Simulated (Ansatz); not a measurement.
# Cu216, 216 atoms: a scaling test

To be measured: the time of a single point at PBE on Cu216, and how the time changes with the share of the machine.

Program: Ansatz 0.2.0 (single point, PBE, plane waves PAW). Host: AMD EPYC 7R13 (Zen 3), 96 cores, 96 hardware threads, 1656 GiB, 8 × H100 80GB HBM3, 81559 MiB; it was booked for these runs alone, one at a time. Each run is timed once from launch to exit, start-up included.

## Step 1: The job

The cell holds 216 atoms in 2472 Å³, 6×6×6 copies of a database cell, with the atoms displaced at random so that no symmetry is left.

## Step 2: First run

Input file input.yaml:

```yaml
crystal:
  lattice:
    - [0.000000, 10.732290, 10.732290]
    - [10.732290, 0.000000, 10.732290]
    - [10.732290, 10.732290, 0.000000]
  atoms:
    - { symbol: Cu, position: [0.006162, -0.001747, 0.001041] }
    - { symbol: Cu, position: [0.000386, 0.002201, 0.162971] }
    - { symbol: Cu, position: [-0.001093, -0.001980, 0.330501] }
    - { symbol: Cu, position: [-0.002224, -0.001351, 0.499244] }
    - { symbol: Cu, position: [-0.002390, 0.001112, 0.665224] }
    - { symbol: Cu, position: [-0.008428, 0.003138, 0.832301] }
    - { symbol: Cu, position: [-0.001959, 0.167374, 0.000606] }
    - { symbol: Cu, position: [0.000139, 0.164415, 0.167172] }
    - { symbol: Cu, position: [-0.004052, 0.170471, 0.329998] }
    - { symbol: Cu, position: [-0.000544, 0.166717, 0.500577] }
    - { symbol: Cu, position: [-0.000650, 0.167939, 0.657088] }
    - { symbol: Cu, position: [-0.000616, 0.165904, 0.831848] }
# [... 200 more atoms ...]
    - { symbol: Cu, position: [0.831342, 0.833671, 0.334422] }
    - { symbol: Cu, position: [0.836125, 0.834388, 0.502773] }
    - { symbol: Cu, position: [0.831302, 0.832325, 0.668389] }
    - { symbol: Cu, position: [0.836486, 0.834526, 0.831895] }
kpoints:
  mp_grid: { grid: [2, 2, 2] }
hamiltonian:
  xc: pbe
  pseudopotentials: { azcp: { folder: soft_1 } }
scf:
  occupations: { method: fermi_dirac, width: 0.1 }
output: { forces: true }
```

The run is started by

```sh
ansatz run input.yaml --backend cuda --devices 8 --events-out ev --progress --plain --runs-dir out
```

## Step 3: On 1 GPU, 48 threads

input.yaml is that of step 2.

(Steps that only read results are left out.)

**Question.** How long do these runs take on this host, and what pays? Wanted: reference; fastest over GPUs; speed-up from 1 to 8 GPUs.

As calculated:

| quantity | value |
| --- | --- |
| reference | 14 s on 8 GPUs, 48 threads |
| fastest over GPUs | 14 s on 8 |
| speed-up from 1 to 8 GPUs | 1.8 (22 % efficient) |

**Reading.** Going from 1 to 8 GPUs cuts the time by a factor of 1.8, 22 % of the ideal. The figures hold for this build, input and host.
